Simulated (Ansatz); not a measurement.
# revPBE/def2-SVP (core potential) run of CH7NSn (SMILES C[NH][SnH3])

Aim: the vertical singlet–triplet gap of CH7NSn at revPBE/def2-SVP (core potential), from 2 runs. 

The calculation is run with Ansatz 0.2.0.

74 further runs of the same task are left out: 74 set aside as unsound or not needed.

## Step 1: The structure to begin with

The species is CH7NSn (10 atoms), meant as a singlet with charge 0. As SMILES, `C[NH][SnH3]`. Geometry: relaxed at PBE0-D4/def2-TZVP.

Bond lengths: C1–N2 1.451 Å, N2–Sn3 2.028 Å, C1–H4 1.095 Å, C1–H5 1.094 Å, C1–H6 1.101 Å, N2–H7 1.011 Å, Sn3–H8 1.705 Å, Sn3–H9 1.706 Å, Sn3–H10 1.718 Å. Some angles: C1–N2–Sn3 118.3°, C1–N2–H7 111.0°, Sn3–N2–H7 112.3°, N2–C1–H4 110.3°, N2–C1–H5 109.7°, N2–C1–H6 115.2°, N2–Sn3–H8 106.4°, N2–Sn3–H9 105.8°, N2–Sn3–H10 112.2°, H4–C1–H5 106.6°.

## Step 2: A single-point energy at revPBE/def2-SVP (core potential)

The input, input.yaml:

```yaml
crystal:
  periodic: [false, false, false]
  atoms:
    - {symbol: C, position_ang: [-0.898400, 0.758000, -0.879200]}
    - {symbol: N, position_ang: [-0.343000, -0.532900, -0.516500]}
    - {symbol: Sn, position_ang: [0.897300, -0.629400, 1.085100]}
    - {symbol: H, position_ang: [-1.664200, 0.637600, -1.652700]}
    - {symbol: H, position_ang: [-1.396800, 1.201100, -0.011700]}
    - {symbol: H, position_ang: [-0.168200, 1.494600, -1.247500]}
    - {symbol: H, position_ang: [0.037300, -1.004000, -1.326200]}
    - {symbol: H, position_ang: [1.451700, -2.239000, 1.169900]}
    - {symbol: H, position_ang: [-0.052600, -0.195500, 2.433700]}
    - {symbol: H, position_ang: [2.220200, 0.458400, 0.948000]}
basis:
  gaussian:
    orbitals: def2-SVP
hamiltonian:
  xc: {name: revPBE}
accuracy: high
output:
  orbitals: {seedname: orbitals}
```

On the command line:

```bash
$ ansatz run input.yaml --threads 1 --pin off --max-ram 3480MiB --events-out events.jsonl --progress --plain --runs-dir runs
```

The log of the run:

```text
Warning: RAYON_NUM_THREADS=1 ignored (pool sized by the plan → 1); use --threads N
Functional definition: revPBE
  name "revPBE"
  parameter kappa = 1.245
  parameter beta = 0.06672455060314922
  exchange = pbe_x(kappa = kappa, mu = beta*pi^2/3)
  correlation = pbe_c(beta = beta)
2266 factors; integrals over basis functions are off by at most 3.0e-9 eV
mean field evaluation 1: about -8460.6569 eV, gradient 6.2e1 eV
mean field evaluation 2: about -8379.8152 eV, gradient 1.5e2 eV
mean field evaluation 4: about -8469.5122 eV, gradient 1.1e1 eV
mean field evaluation 8: about -8469.8330 eV, gradient 6.1e-1 eV
mean field evaluation 16: about -8469.8340 eV, gradient 8.6e-5 eV
mean field -8469.83404850 eV, -311.2606602228 hartree, gradient 3.0e-8 eV, S^2 0.000000; 0 other end points of the search recorded, 0 dependent functions left out
reference -8469.83405359 eV, -311.2606604098 hartree; 21, 21 occupied and 68, 68 virtual orbitals, 2266 factors
Total energy: -8469.83405359 eV, -311.2606604098 hartree
```

Wall time 6.6 s (1 thread of Arm Neoverse V2, shared host); peak memory 0.25 GiB.

## Step 3: The triplet at the same level

The input, input.yaml:

```yaml
crystal:
  periodic: [false, false, false]
  atoms:
    - symbol: C
      position_ang: [-0.898400, 0.758000, -0.879200]
    - symbol: "N"
      position_ang: [-0.343000, -0.532900, -0.516500]
    - symbol: Sn
      position_ang: [0.897300, -0.629400, 1.085100]
    - symbol: H
      position_ang: [-1.664200, 0.637600, -1.652700]
    - symbol: H
      position_ang: [-1.396800, 1.201100, -0.011700]
    - symbol: H
      position_ang: [-0.168200, 1.494600, -1.247500]
    - symbol: H
      position_ang: [0.037300, -1.004000, -1.326200]
    - symbol: H
      position_ang: [1.451700, -2.239000, 1.169900]
    - symbol: H
      position_ang: [-0.052600, -0.195500, 2.433700]
    - symbol: H
      position_ang: [2.220200, 0.458400, 0.948000]
basis:
  gaussian: {orbitals: def2-SVP}
magnetization: {spin_polarized: true, initial_magnetization: 2}
hamiltonian: {xc: {name: revPBE}}
accuracy: high
output: {orbitals: {seedname: orbitals}}
```

On the command line:

```bash
$ ansatz run input.yaml --threads 1 --pin off --max-ram 3480MiB --events-out events.jsonl --progress --plain --runs-dir runs
```

The log of the run:

```text
Warning: RAYON_NUM_THREADS=1 ignored (pool sized by the plan → 1); use --threads N
Functional definition: revPBE
  name "revPBE"
  parameter kappa = 1.245
  parameter beta = 0.06672455060314922
  exchange = pbe_x(kappa = kappa, mu = beta*pi^2/3)
  correlation = pbe_c(beta = beta)
2266 factors; integrals over basis functions are off by at most 3.0e-9 eV
mean field evaluation 1: about -8454.1393 eV, gradient 4.5e1 eV
mean field evaluation 2: about -8382.6379 eV, gradient 1.1e2 eV
mean field evaluation 4: about -8461.8377 eV, gradient 2.3e1 eV
mean field evaluation 8: about -8465.1562 eV, gradient 4.1e-1 eV
mean field evaluation 16: about -8465.1522 eV, gradient 2.0e-3 eV
mean field evaluation 32: about -8459.9844 eV, gradient 2.0e1 eV
mean field -8465.15223114 eV, -311.0886066081 hartree, gradient 3.6e-8 eV, S^2 2.004009; 4 other end points of the search recorded, 0 dependent functions left out
reference -8465.15223651 eV, -311.0886068054 hartree; 22, 20 occupied and 67, 69 virtual orbitals, 2266 factors
Total energy: -8465.15223651 eV, -311.0886068054 hartree
```

Run time: 13 s. Hardware: 1 thread of Arm Neoverse V2, shared host; peak memory 0.33 GiB.

## Step 4: Outcome

Level: revPBE/def2-SVP (core potential).

| quantity | value |
| --- | --- |
| singlet: total energy | -311.26066 Eh |
| singlet: HOMO energy | -4.87 eV |
| singlet: LUMO energy | -0.32 eV |
| singlet: HOMO–LUMO gap | 4.55 eV |
| triplet: total energy | -311.08861 Eh |
| triplet: HOMO energy (highest over α and β) | -1.17 eV |
| triplet: ⟨S²⟩ | 2.004 |
| vertical energy of the triplet above the singlet | 4.682 eV |

What this shows: At this shape the triplet lies 4.68 eV (452 kJ/mol) above the singlet.
